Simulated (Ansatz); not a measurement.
# SnSb2Se2: the cost of one run

Computed, not measured: Ansatz 0.2.0, DFT, r2SCAN, no spin polarisation, plane waves, PAW.

### Step 1. The system as given

Symmetry: C2/m, No. 12, monoclinic system. The conventional cell has a = 11.220 Å, b = 4.132 Å, c = 13.036 Å, α = 90.00°, β = 115.25°, γ = 90.00°. Sb (site symmetry m) has 1 Se at 2.64 Å and 2 Sn at 2.80 Å as nearest neighbours. Sb (site symmetry m) is surrounded by 3 Se at 2.51 to 2.81 Å. Around Sn (site symmetry m) lie 1 Sn at 2.57 Å and 2 Sb at 2.80 Å. Around Se (site symmetry m) lie 3 Sb at 2.64 to 2.81 Å. Around Se (site symmetry m) lie 1 Sb at 2.51 Å.

Structure file:

```cif
data_structure
_symmetry_space_group_name_H-M 'P 1'
_symmetry_Int_Tables_number 1
_cell_length_a 4.1322
_cell_length_b 5.9785
_cell_length_c 11.9706
_cell_angle_alpha 93.641
_cell_angle_beta 80.061
_cell_angle_gamma 110.218
_cell_volume 273.34
loop_
_atom_site_label
_atom_site_type_symbol
_atom_site_fract_x
_atom_site_fract_y
_atom_site_fract_z
_atom_site_occupancy
Sb1 Sb 0.95480 0.73410 0.82450 1
Sb2 Sb 0.04520 0.26590 0.17550 1
Sb3 Sb 0.81190 0.22590 0.60210 1
Sb4 Sb 0.18810 0.77410 0.39790 1
Sn1 Sn 0.39420 0.77280 0.98440 1
Sn2 Sn 0.60580 0.22720 0.01560 1
Se1 Se 0.21140 0.18520 0.76240 1
Se2 Se 0.78860 0.81480 0.23760 1
Se3 Se 0.59370 0.77900 0.59160 1
Se4 Se 0.40630 0.22100 0.40840 1
```

The run starts from a saved solution of this cell (checkpoint.read), perhaps found on another mesh.

### Step 2. The calculation

Contents of input.yaml:

```yaml
crystal:
  lattice:
    - [0.0, 4.132198, 0.0]
    - [5.610145, -2.066099, 0.0]
    - [-0.049223, 2.066099, -11.790844]
  atoms:
    - { symbol: Sb, position: [0.9548, 0.7341, 0.8245] }
    - { symbol: Sb, position: [0.0452, 0.2659, 0.1755] }
    - { symbol: Sb, position: [0.8119, 0.2259, 0.6021] }
    - { symbol: Sb, position: [0.1881, 0.7741, 0.3979] }
    - { symbol: Sn, position: [0.3942, 0.7728, 0.9844] }
    - { symbol: Sn, position: [0.6058, 0.2272, 0.0156] }
    - { symbol: Se, position: [0.2114, 0.1852, 0.7624] }
    - { symbol: Se, position: [0.7886, 0.8148, 0.2376] }
    - { symbol: Se, position: [0.5937, 0.779, 0.5916] }
    - { symbol: Se, position: [0.4063, 0.221, 0.4084] }
  symmetry: { tolerance: 0.0003 }
kpoints:
  mp_grid: { grid: [5, 5, 5], shift: [0, 0, 0] }
  band_path:
    path:
      - [0.0, 0.0, 0.0]
      - [0.58289913, -0.29144957, 0.29144957]
      - [0.41710087, -0.70855043, 0.70855043]
      - [0.0, -0.5, 0.5]
      - [0.0, 0.0, 0.0]
      - [0.0, -0.5, 0.0]
      - [0.4475367, -0.72376835, 0.22376835]
      - [0.5524633, -0.27623165, -0.22376835]
      - [0.0, 0.0, -0.5]
      - [0.0, 0.0, 0.0]
      - [0.5, -0.5, 0.0]
    npoints: 6
magnetization:
  spin_polarized: false
scf:
  occupations: { method: fermi_dirac }
  lower_state_search: "off"
  max_iter: 200
hamiltonian:
  pseudopotentials: { kind: paw }
  xc: r2scan
basis:
  ecutwfc: 500
  fft_grid_basis: typed
output:
  forces: true
  stress: true
  eigenvalues: true
  populations: true
  elf: true
  write_potential: true
  volumetric_format: npy
  dos:
    e_range: [-12, 8]
    de: 0.05
    projected: { site_lists: { Sb: [Sb], Se: [Se], Sn: [Sn] } }
checkpoint:
  read: saved_state
```

What time and memory should one allow on 1 thread of an x86-64 CPU, shared host?

About 2.5 min, with a peak of 1.9 GiB.
